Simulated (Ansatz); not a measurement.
This script for a surface slab of Lu2C, space group R-3m with Ansatz's Python interface holds a mistake.

The script, `lu2c.py`:
```python
# -*- coding: utf-8 -*-
"""A surface of Lu2C: energy and work function."""

import ansatz as az
from ase import Atoms
from ase.build import surface
from ase.constraints import FixAtoms
import numpy as np

atoms = Atoms(
    ["Lu", "Lu", "C"],
    scaled_positions=[
        (0.24083, 0.24083, 0.24083),
        (0.75917, 0.75917, 0.75917),
        (0.5, 0.5, 0.5),
    ],
    cell=[
        (1.74725, 1.00878, 5.83768),
        (-1.74725, 1.00878, 5.83768),
        (0.0, -2.01755, 5.83768),
    ],
    pbc=True,
)
# the plane is named in the basis of this cell
slab = surface(atoms, (1, 1, 1), 2, vacuum=6.0)
slab.pbc = True

print(slab.get_chemical_formula(), "area {:.3f} A^2, cell height {:.2f} A".format(np.linalg.norm(np.cross(slab.cell[0], slab.cell[1])), slab.cell[2, 2]))
# hold the lower half
slab.set_constraint(FixAtoms(mask=slab.positions[:, 2] < slab.positions[:, 2].mean()))


def settings(structure):
    return (
        az.Crystal.from_ase(structure).calculation()
        .basis(31 * az.Ry)
        .functional("LDA")
        .occupations("fermi_dirac")
        .correlation("mp2")
    )


calc = (
    settings(slab)
    .kpoints(6, 6, 1)
    .electric_field(axis=3, dipole_correction=True)
    .relax(force_tolerance=0.03, max_steps=30)
)
res = calc.run(threads=1, pin="off")
r = res.report

print(f"slab free energy {r['free_energy_ev']:.4f} eV, Fermi level {r['fermi_energy_ev']:.3f} eV")
for key, value in r["work_function"].items():
    if isinstance(value, float):
        print(f"{key:34s} {value:12.5f}")

# surface energy from the bulk energy at the same settings
bulk = settings(atoms).kpoints(8, 8, 8).run(threads=1, pin="off").report
excess = r["free_energy_ev"] - bulk["free_energy_ev"] * len(slab) / len(atoms)
area = np.linalg.norm(np.cross(slab.cell[0], slab.cell[1]))
print(f"mean surface energy {excess / (2 * area) * 16.02177:.3f} J/m^2 ({1000 * excess / (2 * area):.1f} meV/A^2)")

print("atom   z before  z after (A)")
for atom, site in zip(slab, res.lattice.sites):
    print(f"{atom.symbol:3s} {atom.z:9.3f} {site.position_ang[2]:9.3f}")
```

Running `python lu2c.py` prints:
```text
C2Lu4 area 10.576 A^2, cell height 20.44 A
Traceback (most recent call last):
  File "lu2c.py", line 49, in <module>
    res = calc.run(threads=1, pin="off")
  ...
ansatz.RefusalError: invalid value for `correlation`: it needs basis.gaussian or hamiltonian.integrals
```
(Library frames cut from the traceback.)

What is wrong, and how is it mended?

The fault: a wavefunction method is asked of a plane-wave crystal. The correction:

```diff
--- before
+++ after
@@ -38,3 +38,2 @@
         .occupations("fermi_dirac")
-        .correlation("mp2")
     )
```

With that change:

```console
$ python lu2c.py
C2Lu4 area 10.576 A^2, cell height 20.44 A
DeckWarning: the atoms were moved onto the symmetric positions of the space group found under crystal.symmetry.tolerance 1.0e-5 (fractional; no operation is sought that the atoms, as they stand in a [...]
RunWarning: efield: at this solve's end the planar-averaged density reaches 4.86e-4 e/Å³ inside the ramp window [0.9011, 0.0989] (bound 1e-5 e/Å³); the window's nearer edge stands 3.98 Å from this [...]
slab free energy -58458.8465 eV, Fermi level 6.178 eV
ramp_position                           0.95000
ramp_width                              0.10000
amplitude_v_ang                         0.00000
dipole_field_v_ang                      0.00858
dipole_moment_e_ang                     0.01025
phi_plus_ev                             3.88945
phi_minus_ev                            4.06491
vacuum_level_plus_ev                   10.06717
vacuum_level_minus_ev                  10.24263
flatness_plus_ev_ang                    0.05084
flatness_minus_ev_ang                   0.05797
ramp_density_extremum_e_ang3            0.00049
ramp_density_minimum_e_ang3             0.00001
ramp_density_bound_e_ang3               0.00001
ramp_density_effective_e_ang3           0.00049
plane_spacing_ang                       0.14191
mean surface energy 0.966 J/m^2 (60.3 meV/A^2)
atom   z before  z after (A)
Lu      8.598     8.598
Lu      6.000     6.000
C       7.299     7.299
Lu     14.435    14.146
Lu     11.838    11.635
C      13.137    13.019
```
(Warnings from the package without file and line, shortened, repeats left out.)

Total energies depend on the potentials; only differences at equal settings carry meaning. A total without «per atom» is that of the whole cell that was run. The density doesn't vanish in the vacuum (a short gap or a low cutoff), which blurs the vacuum level. The mesh is modest for a metal, so energies can be off by several to tens of meV an atom and pressures by half a GPa or more; differences at equal mesh fare better. An absolute Fermi energy rests on an arbitrary zero of the periodic potential and has no direct meaning. This cell is a computed structure, which may not be the phase found in nature. The slab is thin and cut from the structure as given; a cut can leave two unlike or polar faces, and the surface energy is then their mean. Miller indices refer to the vectors of the cell as typed, and the lattice isn't relaxed for this functional, so relaxation and surface energy can hold strain. It ran for 51 s on 1 thread of Arm Neoverse V2, on a shared host, peak memory 0.53 GiB.
